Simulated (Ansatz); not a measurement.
# BaTlH5: the cost of one run

Computed with Ansatz 0.2.0 (DFT PBE, scalar-relativistic, plane waves, PAW, unless a step's input says otherwise).

### Step 1. Starting point

The structure is tetragonal, space group P4/mmm (No. 123). Conventional cell: a = 3.988 Å, b = 3.988 Å, c = 6.502 Å, α = 90.00°, β = 90.00°, γ = 90.00°. Ba (site symmetry 4/mmm) is surrounded by 12 H at 2.81 to 2.82 Å. Tl (site symmetry 4/mmm) is surrounded by 8 H at 2.36 Å. H (site symmetry 4/mmm) has 8 H at 2.81 Å and 4 Ba at 2.82 Å as nearest neighbours. H (site symmetry 2mm) has 2 Tl at 2.36 Å and 2 Ba at 2.81 Å as nearest neighbours.

Structure file:

```cif
data_structure
_symmetry_space_group_name_H-M 'P 1'
_symmetry_Int_Tables_number 1
_cell_length_a 3.9880
_cell_length_b 3.9880
_cell_length_c 6.5021
_cell_angle_alpha 90.000
_cell_angle_beta 90.000
_cell_angle_gamma 90.000
_cell_volume 103.41
loop_
_atom_site_label
_atom_site_type_symbol
_atom_site_fract_x
_atom_site_fract_y
_atom_site_fract_z
_atom_site_occupancy
Ba1 Ba 0.00000 0.00000 0.00000 1
Tl1 Tl 0.00000 0.00000 0.50000 1
H1 H 0.50000 0.50000 0.00000 1
H2 H 0.50000 0.00000 0.30469 1
H3 H 0.00000 0.50000 0.30469 1
H4 H 0.50000 0.00000 0.69531 1
H5 H 0.00000 0.50000 0.69531 1
```

A structure generator made this guess: species swapped into a database cell of YbIn5Co (P4/mmm, No. 123), with Ba on the Yb sites, H on the In sites and Tl on the Co sites. Lengths come from tabulated atomic sizes and are only a guess.

### Step 2. Probe: one point on a coarse mesh

File input.yaml:

```yaml
crystal:
  lattice:
    - [3.98800671, 0.0, 0.0]
    - [0.0, 3.98800671, 0.0]
    - [0.0, 0.0, 6.50205179]
  atoms:
    - { symbol: Ba, position: [0.0, 0.0, 0.0] }
    - { symbol: Tl, position: [0.0, 0.0, 0.5] }
    - { symbol: H, position: [0.5, 0.5, 0.0] }
    - { symbol: H, position: [0.5, 0.0, 0.30469] }
    - { symbol: H, position: [0.0, 0.5, 0.30469] }
    - { symbol: H, position: [0.5, 0.0, 0.69531] }
    - { symbol: H, position: [0.0, 0.5, 0.69531] }
basis:
  ecutwfc: 420
kpoints:
  mp_grid: { grid: [4, 4, 4] }
hamiltonian:
  xc: pbe
scf:
  occupations: { method: gaussian, width: 0.1 }
  lower_state_search: "off"
output:
  forces: true
  stress: true
  eigenvalues: true
```

Command:

```bash
$ ansatz run input.yaml --threads 1 --pin off --max-ram 2048MiB --backend cpu --events-out ev --progress --plain --runs-dir out
```

Q: Estimate wall time and peak memory on 1 thread of Arm Neoverse N1, shared host.

About 5.5 s, with a peak of 0.35 GiB.
